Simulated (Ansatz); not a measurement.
**Cl2GaH: molecular dynamics**

Purpose: to follow the molecule's vibrations and see whether its bonds hold. The start is relaxed first. Runs: 500 steps of 0.5 fs under a Nosé-Hoover thermostat at 400 K.

Method: RKS LDA/def2-SVP, in Ansatz 0.2.0.

### Step 1. The structure to begin with

Bond lengths: Ga1–H2 1.570 Å, Ga1–Cl3 2.240 Å, Ga1–Cl4 2.240 Å. Angles: H2–Ga1–Cl3 120.0°, H2–Ga1–Cl4 120.0°, Cl3–Ga1–Cl4 120.0°.

Structure file:

```xyz
4

Ga    0.0000    0.0000    0.0000
H     0.0000    0.0000    1.5700
Cl    1.9398    0.0000   -1.1200
Cl   -1.9398    0.0000   -1.1200
```

### Step 2. Relaxing the start

input.yaml reads:

```yaml
crystal:
  periodic: [false, false, false]
  atoms:
    - { symbol: Ga, position_ang: [0.0, 0.0, 0.0] }
    - { symbol: H, position_ang: [0.0, 0.0, 1.57] }
    - { symbol: Cl, position_ang: [1.9398, 0.0, -1.12] }
    - { symbol: Cl, position_ang: [-1.9398, 0.0, -1.12] }
basis:
  gaussian: { orbitals: def2-SVP }
hamiltonian:
  xc: lda
relax:
  f_tol: 0.02
  max_steps: 40
output:
  orbitals: {}
```

Launch:

```
$ ansatz run input.yaml --threads 2 --pin off --max-ram 3072MiB --backend cpu --events-out ev --progress --plain --runs-dir out
```

After this run come: The run.

Before running it: what results should come out? Wanted: relaxation of the start; temperature, first and last step; temperature, second half; potential energy, second half; largest change of the conserved energy; bonds formed or broken.

As calculated:

| quantity | value |
| --- | --- |
| relaxation of the start | 3 moves, 0.235 eV lower |
| length | 500 steps of 0.5 fs |
| temperature, first and last step | 400 and 461 K |
| temperature, second half | mean 401 K, from 115 to 938 K |
| potential energy, second half | +29 meV/atom from the start |
| largest change of the conserved energy | 0.25 meV/atom |
| bonds formed or broken | 0 |

What this shows: Against a set 400 K the second half averages 401 K with a spread of 143 K. A thermostat time of 3 fs is as short as the fastest vibrations or shorter, so the thermostat can drive swings of its own. The conserved energy strays from its start by at most 0.25 meV/atom, 1.0 % of the mean kinetic energy, so a step of 0.5 fs is short enough over this time. The bonds all hold. A run of 250 fs with 4 atoms shows the motion but fixes no equilibrium value. The nuclei move classically, without zero-point motion, which matters most for hydrogen.
